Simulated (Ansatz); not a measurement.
# InHI radical: single points off equilibrium

The task here is to estimate one member of a computed series from the others.

The runs use Ansatz 0.2.0, Gaussian basis; single points in def2-TZVPP.

Correlated methods freeze the cores. Filled d shells of the heavier atoms are correlated. Core potentials replace the inner electrons past krypton, and spin-orbit coupling is left out. Orbitals are unrestricted.

### The starting structure

SMILES `[InH][I]`, 3 atoms, charge 0, spin multiplicity 2.

Atoms are counted from 1 here; the program's logs count them from 0.

Bond lengths: In1–I2 2.806 Å, In1–H3 2.164 Å. Angles: I2–In1–H3 129.3°.

Coordinates:

```xyz
3
charge 0, multiplicity 2
In   -0.51050    0.47570   -0.22280
I     1.90500    0.90920    1.13700
H    -1.37860   -1.38190   -0.91390
```

Set-up of the first run:

Contents of run/in.yaml:

```yaml
crystal:
  periodic: [false, false, false]
  atoms:
    - {symbol: In, position_ang: [-0.510500, 0.475700, -0.222800]}
    - {symbol: I, position_ang: [1.905000, 0.909200, 1.137000]}
    - {symbol: H, position_ang: [-1.378600, -1.381900, -0.913900]}
basis:
  gaussian: {orbitals: def2-TZVPP}
magnetization: {spin_polarized: true, initial_magnetization: 1}
correlation: {method: ccsd_t}
scf: {omitted_lower_state_checks: [cluster_reference]}
output: {forces: true}
```

The command line of these runs was not kept.

Among the steps run: CCSD(T)/def2-TZVPP; PBE0-D4/def2-TZVPP; wB97M-V/def2-TZVPP; r2SCAN-D4/def2-TZVPP; PBE-D4/def2-TZVPP; BHLYP-D4/def2-TZVPP; BLYP-D4/def2-TZVPP.

One table of the session follows, with a row left open; its other results are not shown here.

| method | RMS force component (eV/Å) | angle to CCSD(T) forces (°) | dipole (D) |
| --- | --- | --- | --- |
| CCSD(T) | 0.563 | reference | 2.56 |
| PBE0-D4 | 0.490 | 1.9 | 2.55 |
| wB97M-V | 0.602 | 0.3 | 2.62 |
| r2SCAN-D4 | ? | ? | ? |
| PBE-D4 | 0.422 | 11.5 | 2.26 |
| BHLYP-D4 | 0.442 | 3.8 | 2.77 |
| BLYP-D4 | 0.341 | 29.5 | 2.22 |

Estimate the missing values for r2SCAN-D4.

The run gave: RMS force component (eV/Å): 0.479; angle to CCSD(T) forces (°): 2.2; dipole (D): 2.48. In the column «RMS force component (eV/Å)» it lies between BHLYP-D4 (0.442) and PBE0-D4 (0.490).
